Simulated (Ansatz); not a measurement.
AlHg:

```
Al Hg
1.0
     0.00000    3.06853    3.06853
     3.06853    0.00000    3.06853
     3.06853    3.06853    0.00000
Al Hg
1 1
Direct
  0.00000 0.00000 0.00000
  0.75000 0.75000 0.75000
```

The cell was built by a generator and needn't be a form met in nature.

```yaml
Program: Ansatz 0.2.0
Task: relaxation of cell and atoms
Functional: LDA
Potentials_or_basis: Ansatz PAW
Cutoff: "420 eV (not typed: the program's choice for these potentials)"
k_mesh: 8 × 8 × 8
Occupations: fermi-dirac, width 0.05 eV
Spin: no spin polarisation
```

At the start: volume 28.89 Å³/atom.

Q: How do energy, volume and symmetry change on relaxing?

A: It ends after 4 steps and the volume is 26.26 Å³/atom (-9.1 %); space group F-43m (No. 216, to 0.05 Å).

The path:
```csv
step,energy change (eV),largest force (eV/Å),volume (Å³)
1,0.0000,0.0000,57.79
2,-0.0605,0.0000,52.79
3,-0.0607,0.0000,52.53
4,-0.0599,0.0000,52.53
```

Final structure:
```
CELL_PARAMETERS angstrom
0.00000 2.97252 2.97252
2.97252 0.00000 2.97252
2.97252 2.97252 0.00000
ATOMIC_POSITIONS crystal
Al 0.00000 0.00000 0.00000
Hg 0.75000 0.75000 0.75000
```

Caveat: the plane-wave basis is chosen anew once the cell has moved, so the energies of steps on either side of that aren't comparable; the PAW data sets come from PBE, with cores solved anew for the run's functional, which leaves a small shift of forces and pressure.
